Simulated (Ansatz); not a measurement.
# MnAs (P6_3/mmc): equation of state

An exercise on one series of results from a longer session: the logs are not shown, and one member is left open.

The COD entry's cell or inner coordinates are ideal or old and differ from later refinements, so a difference from it is no clean test against experiment.

Method: DFT PBE, scalar-relativistic, plane waves, PAW, in Ansatz 0.2.0.

### The system as given

It takes space group P6_3/mmc (No. 194, hexagonal). Conventional cell: a = 3.655 Å, b = 3.655 Å, c = 5.504 Å, α = 90.00°, β = 90.00°, γ = 120.00°. Mn (site symmetry -3m) is surrounded by 6 As at 2.52 Å and 2 Mn at 2.75 Å. As (site symmetry -6m2) has 6 Mn at 2.52 Å as nearest neighbours.

Structure file:

```
CELL_PARAMETERS angstrom
3.65526 0.00000 0.00000
-1.82763 3.16555 0.00000
0.00000 0.00000 5.50361
ATOMIC_POSITIONS crystal
Mn 0.00000 0.00000 0.00000
Mn 0.00000 0.00000 0.50000
As 0.33333 0.66667 0.25000
As 0.66667 0.33333 0.75000
```

An earlier run at PBE left this cell at 15.920 Å³/atom and -0.01 GPa (12×12×8 mesh).

Volume factors to run: 0.980, 1.020, 0.960, 1.040.

Set-up of the first run:

Input file input.yaml:

```yaml
crystal:
  lattice:
    - [3.6307307875, 0.0, 0.0]
    - [-1.8153653937, 3.1443050963, 0.0]
    - [0.0, 0.0, 5.4666705175]
  atoms:
    - { symbol: Mn, position: [0.0, 0.0, 0.0], spin: 3.14 }
    - { symbol: Mn, position: [0.0, 0.0, 0.5], spin: 3.14 }
    - { symbol: As, position: [0.3333333333, 0.6666666667, 0.25] }
    - { symbol: As, position: [0.6666666667, 0.3333333333, 0.75] }
basis:
  ecutwfc: 420
  ecutrho_ratio: 4
kpoints:
  mp_grid: { grid: [12, 12, 8] }
hamiltonian:
  xc: pbe
scf:
  occupations: { method: gaussian, width: 0.05 }
output:
  forces: true
  stress: true
  eigenvalues: true
  populations: true
magnetization:
  spin_polarized: true
relax:
  f_tol: 0.01
  max_steps: 40
  cell: { stress_tol: 0.1, fix: [volume] }
```

Started as:

```sh
$ ansatz run input.yaml --threads 2 --pin off --max-ram 5120MiB --backend cpu --events-out ev --progress --plain --runs-dir out
```

Among the steps run: Volume × 0.980; Scaling the volume by 1.020; At 0.960 of the relaxed volume; Volume × 1.040.

One of the session's tables, all rows but one given; the rest of the session is left out.

It belongs to the step «The fit». 

| volume (Å³/atom) | energy (meV/atom) | pressure (GPa) | moment of atom 1 (μB) |
| --- | --- | --- | --- |
| 15.284 | 6.03 | 3.36 | 2.66 |
| 15.602 | 1.34 | 1.47 | 2.76 |
| 15.920 | 0.00 | -0.01 | 2.85 |
| 16.239 | ? | ? | ? |
| 16.557 | 4.82 | -2.21 | 3.04 |

**Question.** Estimate the row for volume (Å³/atom) = 16.239.

Worked estimate for «energy (meV/atom)». A straight line through the neighbours (15.920, 0.00) and (16.557, 4.82) gives 0.00 + (4.82 − 0.00) × (16.239 − 15.920) / (16.557 − 15.920) = 2.41; a parabola fitted to 3 rows on both sides gives 1.16.

**Answer.** energy (meV/atom): 1.38; pressure (GPa): -1.37; moment of atom 1 (μB): 2.94. In «energy (meV/atom)» the line misses by +1.03 and the parabola by -0.22.

Limits of these values: Warnings in the runs' records: stability check not made.
